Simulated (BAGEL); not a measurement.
# RI-MP2/def2-SVP (density fitting with cc-pvqz-jkfit) run of C2H7NSi (SMILES NC1C[SiH2]1)

What is the energy change on altering one bond length of C2H7NSi at RI-MP2/def2-SVP (density fitting with cc-pvqz-jkfit)? 

The calculation is run with BAGEL 1.2.2.

2 further runs of the same task are left out: 1 that didn't finish, 1 set aside as unsound or not needed.

### 1 The structure to begin with

C2H7NSi: 11 atoms, total charge 0, spin state singlet. As SMILES, `NC1C[SiH2]1`. Geometry: relaxed at PBE0-D4/def2-TZVP. This is one conformer, not always the lowest.

Bond lengths: N1–C2 1.437 Å, C2–C3 1.539 Å, C2–Si4 1.862 Å, C3–Si4 1.848 Å, N1–H5 1.011 Å, N1–H6 1.014 Å, C2–H7 1.094 Å, C3–H8 1.085 Å, C3–H9 1.086 Å, Si4–H10 1.479 Å, Si4–H11 1.476 Å. Some angles: N1–C2–C3 114.5°, N1–C2–Si4 118.4°, C3–C2–Si4 65.0°, C2–C3–Si4 65.9°, C2–Si4–C3 49.0°, N1–C2–H7 118.0°, C3–C2–H7 113.0°, Si4–C2–H7 116.4°, C2–N1–H5 111.6°, C2–N1–H6 111.3°.

### 2 The energy at RI-MP2/def2-SVP (density fitting with cc-pvqz-jkfit)

Input file calc.json:

```json
{ "bagel" : [

{
  "title" : "molecule",
  "basis" : "svp",
  "df_basis" : "cc-pvqz-jkfit",
  "angstrom" : "true",
  "geometry" : [
    { "atom" : "N", "xyz" : [      -1.337200,       0.826100,      -0.314200 ] },
    { "atom" : "C", "xyz" : [       0.048100,       0.587400,      -0.015100 ] },
    { "atom" : "C", "xyz" : [       0.296100,      -0.519700,       1.025200 ] },
    { "atom" : "Si", "xyz" : [       0.845000,      -0.955900,      -0.685100 ] },
    { "atom" : "H", "xyz" : [      -1.450400,       1.288300,      -1.206000 ] },
    { "atom" : "H", "xyz" : [      -1.774000,       1.401500,       0.397500 ] },
    { "atom" : "H", "xyz" : [       0.701400,       1.454200,       0.118600 ] },
    { "atom" : "H", "xyz" : [       1.025100,      -0.311700,       1.801300 ] },
    { "atom" : "H", "xyz" : [      -0.607900,      -0.997000,       1.390600 ] },
    { "atom" : "H", "xyz" : [       2.288700,      -0.939900,      -1.005500 ] },
    { "atom" : "H", "xyz" : [       0.030300,      -1.890100,      -1.486800 ] }
  ]
},

{ "title" : "hf" },

{ "title" : "mp2", "ncore" : 8 }

]}
```

The run is started by

```sh
$ BAGEL_NUM_THREADS=1 BAGEL calc.json > calc.out
```

What it wrote:

```text
* using 1 threads per process

  ===============================================================
  ===============================================================

  *** Geometry ***

  { "atom" : "N", "xyz" : [     -2.526942,      1.561103,     -0.593752 ] },
  { "atom" : "C", "xyz" : [      0.090896,      1.110025,     -0.028535 ] },
  { "atom" : "C", "xyz" : [      0.559548,     -0.982091,      1.937347 ] },
  { "atom" : "Si", "xyz" : [      1.596819,     -1.806389,     -1.294651 ] },
  { "atom" : "H", "xyz" : [     -2.740859,      2.434534,     -2.279010 ] },
  { "atom" : "H", "xyz" : [     -3.352374,      2.648451,      0.751166 ] },
  { "atom" : "H", "xyz" : [      1.325454,      2.748040,      0.224122 ] },
  { "atom" : "H", "xyz" : [      1.937158,     -0.589028,      3.403964 ] },
  { "atom" : "H", "xyz" : [     -1.148765,     -1.884057,      2.627853 ] },
  { "atom" : "H", "xyz" : [      4.325016,     -1.776154,     -1.900120 ] },
  { "atom" : "H", "xyz" : [      0.057259,     -3.571771,     -2.809645 ] },

  Number of auxiliary basis functions:      823

  Since a DF basis is specified, we compute 2- and 3-index integrals:
    o Being stored without compression. Storage requirement is 0.059 GB

  Number of basis functions:       95
  Number of electrons      :       40

    * METHOD: MOLECULE                             0.97

  *** RHF ***

  === Nuclear Repulsion ===
   165.7879334065

      * DIIS with orbital gradients will be used.

  === RHF iteration (svp) ===
      0       -422.74541593          0.01648770           0.26
      1       -422.89049493          0.00953439           0.25
      2       -422.93824194          0.00145416           0.30
      3       -422.94006295          0.00028829           0.24
      4       -422.94011844          0.00008277           0.18
      5       -422.94012461          0.00001940           0.18
      6       -422.94012521          0.00000628           0.19
      7       -422.94012527          0.00000224           0.21
      8       -422.94012528          0.00000078           0.19
      9       -422.94012528          0.00000024           0.22
     10       -422.94012528          0.00000009           0.19
     11       -422.94012528          0.00000003           0.19
     12       -422.94012528          0.00000001           0.19
     13       -422.94012528          0.00000000           0.21
    * SCF iteration converged.

    * Permanent dipole moment:
           (   -0.138967,    -0.434718,     0.070654) a.u.

    * METHOD: HF                                   3.43

  *** RHF ***

  === Nuclear Repulsion ===
   165.7879334065

      * DIIS with orbital gradients will be used.

  === RHF iteration (svp) ===
      0       -422.94012528          0.00000000           0.19
    * SCF iteration converged.

    * Permanent dipole moment:
           (   -0.138967,    -0.434718,     0.070654) a.u.

  === DF-MP2 calculation ===

    * freezing 8 orbitals
    * 3-index integral transformation done
    * assembly done

      MP2 correlation energy:   -0.5514558207      0.13

      MP2 total energy:       -423.4915810997

    * METHOD: MP2                                  0.54

  ===============================================================
```

Run time: 5.7 s. Hardware: 1 thread of AMD EPYC 7R43 (Zen 3), shared host; peak memory 0.19 GiB.

### 3 The distorted shape at the same level

Input file job.json:

```json
{ "bagel": [

{
  "title": "molecule",
  "basis": "svp",
  "df_basis": "cc-pvqz-jkfit",
  "angstrom": "true",
  "geometry": [
    { "atom": "N", "xyz": [      -1.533181,       0.566071,      -0.354308 ] },
    { "atom": "C", "xyz": [      -0.147881,       0.327371,      -0.055208 ] },
    { "atom": "C", "xyz": [       0.100119,      -0.779729,       0.985092 ] },
    { "atom": "Si", "xyz": [       0.649019,      -1.215929,      -0.725208 ] },
    { "atom": "H", "xyz": [      -1.646381,       1.028271,      -1.246108 ] },
    { "atom": "H", "xyz": [      -1.969981,       1.141471,       0.357392 ] },
    { "atom": "H", "xyz": [       0.701400,       1.454200,       0.118600 ] },
    { "atom": "H", "xyz": [       0.829119,      -0.571729,       1.761192 ] },
    { "atom": "H", "xyz": [      -0.803881,      -1.257029,       1.350492 ] },
    { "atom": "H", "xyz": [       2.092719,      -1.199929,      -1.045608 ] },
    { "atom": "H", "xyz": [      -0.165681,      -2.150129,      -1.526908 ] }
  ]
},

{
  "title": "hf"
},

{
  "title": "mp2",
  "ncore": 8
}

]}
```

The run is started by

```sh
$ BAGEL_NUM_THREADS=1 BAGEL job.json > job.out
```

What it wrote:

```text
* using 1 threads per process

  ===============================================================
  ===============================================================

  *** Geometry ***

  { "atom" : "N", "xyz" : [     -2.897292,      1.069719,     -0.669545 ] },
  { "atom" : "C", "xyz" : [     -0.279455,      0.618642,     -0.104328 ] },
  { "atom" : "C", "xyz" : [      0.189197,     -1.473474,      1.861554 ] },
  { "atom" : "Si", "xyz" : [      1.226468,     -2.297773,     -1.370445 ] },
  { "atom" : "H", "xyz" : [     -3.111209,      1.943151,     -2.354803 ] },
  { "atom" : "H", "xyz" : [     -3.722725,      2.157068,      0.675373 ] },
  { "atom" : "H", "xyz" : [      1.325454,      2.748040,      0.224122 ] },
  { "atom" : "H", "xyz" : [      1.566808,     -1.080411,      3.328171 ] },
  { "atom" : "H", "xyz" : [     -1.519115,     -2.375441,      2.552060 ] },
  { "atom" : "H", "xyz" : [      3.954666,     -2.267537,     -1.975913 ] },
  { "atom" : "H", "xyz" : [     -0.313092,     -4.063155,     -2.885438 ] },

  Number of auxiliary basis functions:      823

  Since a DF basis is specified, we compute 2- and 3-index integrals:
    o Being stored without compression. Storage requirement is 0.059 GB

  Number of basis functions:       95
  Number of electrons      :       40

    * METHOD: MOLECULE                             1.09

  *** RHF ***

  === Nuclear Repulsion ===
   164.4330562537

      * DIIS with orbital gradients will be used.

  === RHF iteration (svp) ===
      0       -422.70785012          0.01624609           0.19
      1       -422.84940391          0.00957252           0.20
      2       -422.89880771          0.00152941           0.23
      3       -422.90087414          0.00039715           0.20
      4       -422.90098356          0.00010516           0.30
      5       -422.90099469          0.00002610           0.23
      6       -422.90099581          0.00000992           0.20
      7       -422.90099594          0.00000325           0.21
      8       -422.90099596          0.00000110           0.18
      9       -422.90099596          0.00000037           0.22
     10       -422.90099596          0.00000016           0.20
     11       -422.90099596          0.00000006           0.19
     12       -422.90099596          0.00000002           0.19
     13       -422.90099596          0.00000001           0.18
     14       -422.90099596          0.00000000           0.21
    * SCF iteration converged.

    * Permanent dipole moment:
           (   -0.005623,    -0.238763,     0.101100) a.u.

    * METHOD: HF                                   3.60

  *** RHF ***

  === Nuclear Repulsion ===
   164.4330562537

      * DIIS with orbital gradients will be used.

  === RHF iteration (svp) ===
      0       -422.90099596          0.00000000           0.19
    * SCF iteration converged.

    * Permanent dipole moment:
           (   -0.005623,    -0.238763,     0.101100) a.u.

  === DF-MP2 calculation ===

    * freezing 8 orbitals
    * 3-index integral transformation done
    * assembly done

      MP2 correlation energy:   -0.5564459188      0.13

      MP2 total energy:       -423.4574418817

    * METHOD: MP2                                  0.54

  ===============================================================
```

Run time: 6 s. Hardware: 1 thread of AMD EPYC 7R43 (Zen 3), shared host; peak memory 0.19 GiB.

### 4 Summary of results

Level: RI-MP2/def2-SVP (density fitting with cc-pvqz-jkfit), 8 core orbitals frozen.

| quantity | value |
| --- | --- |
| first shape: total energy | -423.49158 Eh |
| first shape: correlation energy (8 core orbitals frozen) | -551.5 mEh |
| distorted shape: total energy | -423.45744 Eh |
| distorted shape: correlation energy (8 core orbitals frozen) | -556.4 mEh |
| energy change with the C2–H7 bond stretched from 1.094 to 1.422 Å | 0.929 eV |

**Reading.** With the C2–H7 bond stretched from 1.094 to 1.422 Å the energy rises by 0.93 eV (21.4 kcal/mol). The first shape isn't relaxed at this level, so the change isn't measured from a minimum.
